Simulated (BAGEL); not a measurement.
**One shape, several levels: CHBClN (SMILES N#CBCl)**

We compute a comparison of 3 runs (B3LYP/6-311+G**, PBE0/6-311+G**, RI-MP2/6-311+G**) of CHBClN. 

Program for the calculation: BAGEL 1.2.2.

5 further runs of the same task are left out: 4 that didn't finish, 1 set aside as unsound or not needed. Runs told in other sessions of the task aren't counted.

## 1. The system as given

The species is CHBClN (5 atoms), meant as a singlet with charge 0. As SMILES, `N#CBCl`. The coordinates come from a PBE0-D4/def2-TZVP relaxation.

Bond lengths: N1–C2 1.152 Å, C2–B3 1.528 Å, B3–Cl4 1.723 Å, B3–H5 1.187 Å. Angles: N1–C2–B3 178.6°, C2–B3–Cl4 119.2°, C2–B3–H5 120.7°, Cl4–B3–H5 120.1°.

## 2. A single-point energy at B3LYP/6-311+G(d,p) (density fitting with qzvpp-jkfit) (run 1)

input.json reads:

```json
{ "bagel": [

{
  "title": "molecule",
  "basis": "6-311+gss.json",
  "df_basis": "qzvpp-jkfit",
  "angstrom": true,
  "geometry": [
    { "atom": "N", "xyz": [    1.053200,   -1.411100,    1.218200 ] },
    { "atom": "C", "xyz": [    0.513400,   -0.630900,    0.564200 ] },
    { "atom": "B", "xyz": [   -0.176600,    0.429700,   -0.293300 ] },
    { "atom": "Cl", "xyz": [   -1.594500,    0.005200,   -1.176200 ] },
    { "atom": "H", "xyz": [    0.254400,    1.533500,   -0.354200 ] }
  ]
},
{
  "title": "ks",
  "xc_func": "b3lyp",
  "charge": 0
},
{
  "title": "print",
  "file": "orbitals.molden",
  "orbitals": true
}

]}
```

The basis set 6-311+G** is read from a file made from the Basis Set Exchange's data (not shown).

Run with:

```sh
BAGEL_NUM_THREADS=1 BAGEL input.json > input.out
```

Output:

```text
* using 1 threads per process

  ===============================================================
  ===============================================================

  *** Geometry ***

  { "atom" : "N", "xyz" : [      1.990260,     -2.666593,      2.302064 ] },
  { "atom" : "C", "xyz" : [      0.970185,     -1.192228,      1.066183 ] },
  { "atom" : "B", "xyz" : [     -0.333726,      0.812015,     -0.554257 ] },
  { "atom" : "Cl", "xyz" : [     -3.013168,      0.009827,     -2.222696 ] },
  { "atom" : "H", "xyz" : [      0.480746,      2.897895,     -0.669341 ] },

  Number of auxiliary basis functions:      373

  Since a DF basis is specified, we compute 2- and 3-index integrals:
    o Being stored without compression. Storage requirement is 0.031 GB

  Number of basis functions:      102
  Number of electrons      :       36

    * METHOD: MOLECULE                             0.15

  *** Kohn-Sham DFT ***

    * Removing 7901 points whose weight is below 1.00e-10
    * Grid points: 66629

  === Nuclear Repulsion ===
   106.5108968829

       - DIIS with orbital gradients will be used.

  === KS iteration (b3lyp / 6-311+gss.json) ===
      0       -500.87896533          0.18393551           0.25
      1       -348.25220257          0.24896409           0.25
      2       -373.40943369          0.13596250           0.25
      3       -527.98289651          0.19436852           0.24
      4       -538.26208605          0.18844985           0.24
      5       -538.47514996          0.18736845           0.24
      6       -538.55380929          0.18791505           0.25
      7       -412.63591323          0.23731014           0.25
      8       -506.77561868          0.15682812           0.25
      9       -562.45792622          0.10878592           0.25
[... 13 lines of this table left out ...]
     23       -578.58857818          0.00000010           0.24
     24       -578.58857818          0.00000005           0.24
     25       -578.58857818          0.00000001           0.25
     26       -578.58857818          0.00000001           0.24
    * SCF iteration converged.

    * Permanent dipole moment:
           (    0.392649,    -0.755185,     0.539076) a.u.

    * METHOD: KS                                   7.03

    * METHOD: PRINT                                0.03

  ===============================================================
```

It took 7.5 s on 1 thread of Arm Neoverse V1, shared host; peak memory 0.33 GiB.

## 3. A single-point energy at PBE0/6-311+G(d,p) (density fitting with qzvpp-jkfit) (run 2)

calc.json reads:

```json
{ "bagel" : [

{
  "title" : "molecule",
  "basis" : "6-311+gss.json",
  "df_basis" : "qzvpp-jkfit",
  "angstrom" : "true",
  "geometry" : [
    { "atom" : "N", "xyz" : [       1.053200,      -1.411100,       1.218200 ] },
    { "atom" : "C", "xyz" : [       0.513400,      -0.630900,       0.564200 ] },
    { "atom" : "B", "xyz" : [      -0.176600,       0.429700,      -0.293300 ] },
    { "atom" : "Cl", "xyz" : [      -1.594500,       0.005200,      -1.176200 ] },
    { "atom" : "H", "xyz" : [       0.254400,       1.533500,      -0.354200 ] }
  ]
},

{ "title" : "ks", "xc_func" : "pbe0" },

{ "title" : "print", "file" : "orbitals.molden", "orbitals" : "true" }

]}
```

The basis set 6-311+G** is read from a file made from the Basis Set Exchange's data (not shown).

Run with:

```sh
BAGEL_NUM_THREADS=1 BAGEL calc.json > calc.out
```

Output:

```text
* using 1 threads per process

  ===============================================================
  ===============================================================

  *** Geometry ***

  { "atom" : "N", "xyz" : [      1.990260,     -2.666593,      2.302064 ] },
  { "atom" : "C", "xyz" : [      0.970185,     -1.192228,      1.066183 ] },
  { "atom" : "B", "xyz" : [     -0.333726,      0.812015,     -0.554257 ] },
  { "atom" : "Cl", "xyz" : [     -3.013168,      0.009827,     -2.222696 ] },
  { "atom" : "H", "xyz" : [      0.480746,      2.897895,     -0.669341 ] },

  Number of auxiliary basis functions:      373

  Since a DF basis is specified, we compute 2- and 3-index integrals:
    o Being stored without compression. Storage requirement is 0.031 GB

  Number of basis functions:      102
  Number of electrons      :       36

    * METHOD: MOLECULE                             0.15

  *** Kohn-Sham DFT ***

    * Removing 7901 points whose weight is below 1.00e-10
    * Grid points: 66629

  === Nuclear Repulsion ===
   106.5108968829

       - DIIS with orbital gradients will be used.

  === KS iteration (pbe0 / 6-311+gss.json) ===
      0       -500.62605595          0.18385761           0.25
      1       -349.33698331          0.24938193           0.24
      2       -374.00487438          0.13629354           0.24
      3       -527.48921110          0.19794733           0.24
      4       -537.17789476          0.19012655           0.24
      5       -537.64574101          0.18822533           0.24
      6       -538.44211382          0.18839873           0.23
      7       -503.62412585          0.24419720           0.23
      8       -511.13986400          0.16062096           0.23
      9       -560.82063893          0.10743104           0.23
[... 13 lines of this table left out ...]
     23       -578.26560395          0.00000012           0.24
     24       -578.26560395          0.00000005           0.24
     25       -578.26560395          0.00000008           0.24
     26       -578.26560395          0.00000001           0.23
    * SCF iteration converged.

    * Permanent dipole moment:
           (    0.385850,    -0.755387,     0.534224) a.u.

    * METHOD: KS                                   6.79

    * METHOD: PRINT                                0.03

  ===============================================================
```

Run time: 7.2 s. Hardware: 1 thread of Arm Neoverse V1, shared host; peak memory 0.33 GiB.

## 4. A single-point energy at RI-MP2/6-311+G(d,p) (density fitting with qzvpp-jkfit) (run 3)

Edit input.json of step 2 so:

```diff
@@ -16,10 +16,7 @@
 {
-  "title": "ks",
-  "xc_func": "b3lyp",
-  "charge": 0
+  "title": "hf"
 },
 {
-  "title": "print",
-  "file": "orbitals.molden",
-  "orbitals": true
+  "title": "mp2",
+  "ncore": 8
 }
```

The basis set 6-311+G** is read from a file made from the Basis Set Exchange's data (not shown).

Run with:

```sh
BAGEL_NUM_THREADS=1 BAGEL input.json > input.out
```

Output:

```text
* using 1 threads per process

  ===============================================================
  ===============================================================

  *** Geometry ***

  { "atom" : "N", "xyz" : [      1.990260,     -2.666593,      2.302064 ] },
  { "atom" : "C", "xyz" : [      0.970185,     -1.192228,      1.066183 ] },
  { "atom" : "B", "xyz" : [     -0.333726,      0.812015,     -0.554257 ] },
  { "atom" : "Cl", "xyz" : [     -3.013168,      0.009827,     -2.222696 ] },
  { "atom" : "H", "xyz" : [      0.480746,      2.897895,     -0.669341 ] },

  Number of auxiliary basis functions:      373

  Since a DF basis is specified, we compute 2- and 3-index integrals:
    o Being stored without compression. Storage requirement is 0.031 GB

  Number of basis functions:      102
  Number of electrons      :       36

    * METHOD: MOLECULE                             0.16

  *** RHF ***

  === Nuclear Repulsion ===
   106.5108968829

      * DIIS with orbital gradients will be used.

  === RHF iteration (6-311+gss.json) ===
      0       -576.87632800          0.02816292           0.05
      1       -576.97042909          0.02563107           0.05
      2       -577.14863738          0.00278551           0.05
      3       -577.15204632          0.00088194           0.05
      4       -577.15247172          0.00017866           0.04
      5       -577.15250201          0.00008054           0.05
      6       -577.15250944          0.00004397           0.05
      7       -577.15251220          0.00002073           0.05
      8       -577.15251290          0.00000749           0.05
      9       -577.15251298          0.00000282           0.05
     10       -577.15251299          0.00000144           0.05
     11       -577.15251299          0.00000043           0.05
     12       -577.15251299          0.00000016           0.05
     13       -577.15251299          0.00000006           0.05
     14       -577.15251299          0.00000004           0.05
     15       -577.15251299          0.00000002           0.05
     16       -577.15251299          0.00000001           0.05
     17       -577.15251299          0.00000001           0.05
    * SCF iteration converged.

    * Permanent dipole moment:
           (    0.315968,    -0.863898,     0.520272) a.u.

    * METHOD: HF                                   1.01

  *** RHF ***

  === Nuclear Repulsion ===
   106.5108968829

      * DIIS with orbital gradients will be used.

  === RHF iteration (6-311+gss.json) ===
      0       -577.15251299          0.00000001           0.05
    * SCF iteration converged.

    * Permanent dipole moment:
           (    0.315969,    -0.863899,     0.520272) a.u.

  === DF-MP2 calculation ===

    * freezing 8 orbitals
    * 3-index integral transformation done
    * assembly done

      MP2 correlation energy:   -0.5144537255      0.03

      MP2 total energy:       -577.6669667154

    * METHOD: MP2                                  0.14

  ===============================================================
```

Run time: 1.4 s. Hardware: 1 thread of Arm Neoverse V1, shared host; peak memory 0.11 GiB.

## 5. Overview of the runs

```csv
run,level,frozen core orbitals,energy (Eh),dipole moment (D),HOMO energy (eV),LUMO energy (eV),wall time
1,B3LYP/6-311+G** (density fitting with qzvpp-jkfit),–,-578.588578,2.56,-9.46,-3.43,7.5 s
2,PBE0/6-311+G** (density fitting with qzvpp-jkfit),–,-578.265604,2.55,-9.72,-3.24,7.2 s
3,RI-MP2/6-311+G** (density fitting with qzvpp-jkfit),8,-577.666967,–,–,–,1.4 s
```

## 6. Summary of results

```
                                          quantity          value
                               run 3: total energy  -577.66697 Eh
run 3: correlation energy (8 core orbitals frozen)     -514.5 mEh
```

Totals of different functionals can't be ranked against each other. All runs together took 16 s, the longest 7.5 s.
